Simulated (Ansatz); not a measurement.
**CoW: one candidate structure**

Where does CoW go from the start given, rock salt type (Fm-3m, No. 225)?

The COD cell was measured well above room temperature, so it is larger than a cold one.

Program: Ansatz 0.2.0. Level of theory: DFT r2SCAN, scalar-relativistic, plane waves, PAW. These are calculated values, not measurements.

### Step 1. The system as given

Symmetry: Fm-3m, No. 225, cubic system. Conventional cell: a = 4.730 Å, b = 4.730 Å, c = 4.730 Å, α = 90.00°, β = 90.00°, γ = 90.00°. Around Co (site symmetry m-3m) lie 6 W at 2.36 Å. Around W (site symmetry m-3m) lie 6 Co at 2.36 Å.

As a file:

```
Co W
1.0
     0.00000    2.36479    2.36479
     2.36479    0.00000    2.36479
     2.36479    2.36479    0.00000
Co W
1 1
Direct
  0.00000 0.00000 0.00000
  0.50000 0.50000 0.50000
```

(A quick probe on a coarse mesh, which set the mesh and smearing, is not shown.)

### Step 3. A loose first relaxation

File input.yaml:

```yaml
crystal:
  lattice:
    - [0.0, 2.3647919734, 2.3647919734]
    - [2.3647919734, 0.0, 2.3647919734]
    - [2.3647919734, 2.3647919734, 0.0]
  atoms:
    - { symbol: Co, position: [0.0, 0.0, 0.0], spin: 0.2 }
    - { symbol: W, position: [0.5, 0.5, 0.5] }
basis:
  ecutwfc: 500
kpoints:
  mp_grid: { grid: [6, 6, 6] }
hamiltonian:
  xc: r2scan
scf:
  occupations: { method: gaussian, width: 0.1 }
  lower_state_search: "off"
output:
  forces: true
  stress: true
  eigenvalues: true
  populations: true
magnetization:
  spin_polarized: true
relax:
  adjacent_minimum: "off"
  f_tol: 0.04
  max_steps: 70
  cell: { stress_tol: 0.4 }
```

Command:

```
$ ansatz run input.yaml --threads 1 --pin off --max-ram 2560MiB --backend cpu --events-out ev --progress --plain --runs-dir out
```

Further runs follow: relaxing cell and atoms.

**Question.** What will these runs give?

The runs gave:

Formation energies count from the elements, computed with the same settings in runs not shown here.

| quantity | value |
| --- | --- |
| cell (conventional) | a = 4.836 Å, b = 4.836 Å, c = 4.836 Å, α = 90.00°, β = 90.00°, γ = 90.00° |
| space group | Fm-3m (No. 225) |
| volume | 14.13 Å³/atom |
| gap on the mesh | none (metal) |
| formation energy from the elements | +1.025 eV/atom |

In words: The space group stayed Fm-3m, and from the first guess the volume went from 13.22 to 14.13 Å³/atom. The formation energy of +1.03 eV/atom is positive, so the elements lie lower than this structure; another structure of the compound can lie lower. The magnetic state reached may not be the lowest one. The runs treat W without spin-orbit coupling. The small moment in this metal comes from r2SCAN alone, which enlarges such moments; no other functional was run here.
